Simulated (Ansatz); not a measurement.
Predict the output of the script below (Ansatz 0.2.0 through its Python package).

`c3h7fge.xyz`
```text
12

C    -0.06840    1.53160    0.19180
C     0.05490    0.24880    0.13870
C     0.88860   -0.42980    1.14500
Ge   -0.72690   -0.78220   -1.23970
F    -1.74330    0.23960   -2.30840
H     0.36080    2.19230    0.94740
H    -0.71280    2.07960   -0.55010
H     0.55170   -0.23910    2.17000
H     0.95760   -1.50840    1.01600
H     1.95860   -0.03110    1.12850
H     0.27050   -1.52590   -2.04830
H    -1.71440   -1.83060   -0.55690
```

`c3h7fge_energy.py`
```python
# -*- coding: utf-8 -*-
"""Single point of C3H7FGe."""

import json

import ansatz as az

SETTINGS = {
    "basis_set": "6-31G*",
    "xc": "blyp",
    "dispersion": "d3bj",
}

geometry = az.Crystal.molecule_from_extxyz("c3h7fge.xyz")

calculation = (
    geometry.calculation()
    .basis(gaussian=SETTINGS["basis_set"])
    .functional(SETTINGS["xc"], dispersion=SETTINGS["dispersion"])
)
outcome = calculation.run()
data = outcome.report

print("reference energy %16.6f eV" % data["reference_energy_ev"])
print("total energy     %16.6f eV" % data["free_energy_ev"])
print("occupied orbitals outside the frozen core (up, down):", data["n_occupied"], " frozen:", data["n_frozen"], " virtual:", data["n_virtual"])
with open("c3h7fge.json", "w") as handle:
    json.dump({k: data[k] for k in ("free_energy_ev", "reference_energy_ev", "n_occupied", "n_virtual")}, handle, indent=1)
```

```console
$ python c3h7fge_energy.py
reference energy    -62451.566974 eV
total energy        -62452.107098 eV
occupied orbitals outside the frozen core (up, down): [33, 33]  frozen: 0  virtual: [76, 76]
```

File `c3h7fge.json` afterwards:
```json
{
 "free_energy_ev": -62452.10709777173,
 "reference_energy_ev": -62451.56697427853,
 "n_occupied": [
  33,
  33
 ],
 "n_virtual": [
  76,
  76
 ]
}
```

Notes:
- Total energies depend on the basis set; only differences at equal settings carry meaning.
- The geometry is a force-field or estimated start, not a minimum of this method, and the basis set is short of its limit.
- Total less reference energy is the dispersion correction.
- It ran for 4.3 s on 1 thread of Arm Neoverse V1, on a shared host, peak memory 0.21 GiB.
